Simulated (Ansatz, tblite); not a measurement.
# SbH2(SiMe3) (C3H11SbSi): removing an electron

One table from this session's results is given with a row withheld; the runs are named, their logs left out.

The runs use Ansatz 0.2.0, Gaussian basis; as each input shows.

Plan: charge +1 doublet, at the geometry of the singlet (PBE0-D4/def2-TZVP, PBE-D4/def2-TZVP, CAM-B3LYP-D4/def2-TZVP, CCSD(T)/def2-SVP); charge +1 doublet, relaxed (PBE0-D4/def2-TZVP, PBE-D4/def2-TZVP); the starting singlet's energies come from earlier runs.

2 further runs of the same task are left out: 2 set aside as unsound or not needed.

### The structure

The geometry is that of the singlet, from an earlier relaxation (B3LYP-D4/def2-SVP).

16 atoms, charge 0, spin multiplicity 1.

Atoms are counted from 1 here; the program's logs count them from 0.

Bond lengths: Sb1–H2 1.725 Å, Sb1–H3 1.725 Å, Sb1–Si4 2.615 Å, Si4–C5 1.891 Å, Si4–C6 1.891 Å, Si4–C7 1.889 Å, C5–H8 1.104 Å, C5–H9 1.102 Å, C5–H10 1.102 Å, C6–H11 1.102 Å, C6–H12 1.102 Å, C6–H13 1.104 Å, C7–H14 1.102 Å, C7–H15 1.102 Å, C7–H16 1.104 Å. Angles: H2–Sb1–H3 91.3°, H2–Sb1–Si4 91.1°, H3–Sb1–Si4 91.2°, Sb1–Si4–C5 107.9°, Sb1–Si4–C6 107.7°, Sb1–Si4–C7 111.7°, C5–Si4–C6 109.8°, C5–Si4–C7 109.9°, C6–Si4–C7 109.9°, Si4–C5–H8 110.4°, Si4–C5–H9 111.4°, Si4–C5–H10 111.2°, H8–C5–H9 107.9°, H8–C5–H10 107.8°, H9–C5–H10 107.9°, Si4–C6–H11 111.3°, Si4–C6–H12 111.3°, Si4–C6–H13 110.5° and more.

Sb takes a core potential in the def2 sets. No spin-orbit coupling is included.

The first run:

Input file in.yaml:

```yaml
crystal:
  periodic: [false, false, false]
  atoms:
    - {symbol: Sb, position_ang: [1.108846, 1.919372, 1.471621]}
    - {symbol: H, position_ang: [2.509102, 1.848859, 0.465901]}
    - {symbol: H, position_ang: [0.381790, 3.098497, 0.442857]}
    - {symbol: Si, position_ang: [-0.015412, -0.022604, 0.129342]}
    - {symbol: C, position_ang: [0.912028, -1.620227, 0.533974]}
    - {symbol: C, position_ang: [-1.809563, -0.159589, 0.711459]}
    - {symbol: C, position_ang: [0.033678, 0.296896, -1.731819]}
    - {symbol: H, position_ang: [0.438317, -2.479093, 0.028055]}
    - {symbol: H, position_ang: [0.910172, -1.823062, 1.617098]}
    - {symbol: H, position_ang: [1.961049, -1.568491, 0.200313]}
    - {symbol: H, position_ang: [-1.865291, -0.339548, 1.797216]}
    - {symbol: H, position_ang: [-2.373123, 0.761565, 0.491366]}
    - {symbol: H, position_ang: [-2.318558, -0.996343, 0.202785]}
    - {symbol: H, position_ang: [-0.499856, 1.225772, -1.988936]}
    - {symbol: H, position_ang: [1.070344, 0.392654, -2.091970]}
    - {symbol: H, position_ang: [-0.443543, -0.534657, -2.279273]}
basis:
  gaussian: {orbitals: def2-TZVP}
total_charge: 1
magnetization: {spin_polarized: true, initial_magnetization: 1}
hamiltonian: {xc: pbe0, dispersion: d4}
scf: {omitted_lower_state_checks: [starts]}
output: {orbitals: {seedname: orbitals}}
```

Command:

```console
> ansatz run in.yaml --threads 4 --pin off --events-out ev --progress --plain --max-ram 4787MiB
```

Among the steps run: Charge +1 doublet at the fixed geometry, PBE0-D4/def2-TZVP; Charge +1 doublet at the fixed geometry, PBE-D4/def2-TZVP; Charge +1 doublet at the fixed geometry, CAM-B3LYP-D4/def2-TZVP; Charge +1 doublet at the fixed geometry, CCSD(T)/def2-SVP.

One table of the session follows, with a row left open; its other results are not shown here.

| method | vertical ionisation energy (eV) |
| --- | --- |
| HF/def2-SVP | 7.75 |
| PBE-D4/def2-TZVP | 8.35 |
| PBE0-D4/def2-TZVP | ? |
| CAM-B3LYP-D4/def2-TZVP | 8.58 |
| MP2/def2-SVP | 8.37 |
| CCSD/def2-SVP | 8.34 |
| CCSD(T)/def2-SVP | 8.35 |

**Question.** Estimate the row for PBE0-D4/def2-TZVP.

The run gave: vertical ionisation energy (eV): 8.46. In the column «vertical ionisation energy (eV)» it lies between MP2/def2-SVP (8.37) and CAM-B3LYP-D4/def2-TZVP (8.58).

Limits of these values: The yardstick is in a double-zeta basis, so levels in larger sets aren't compared like for like.
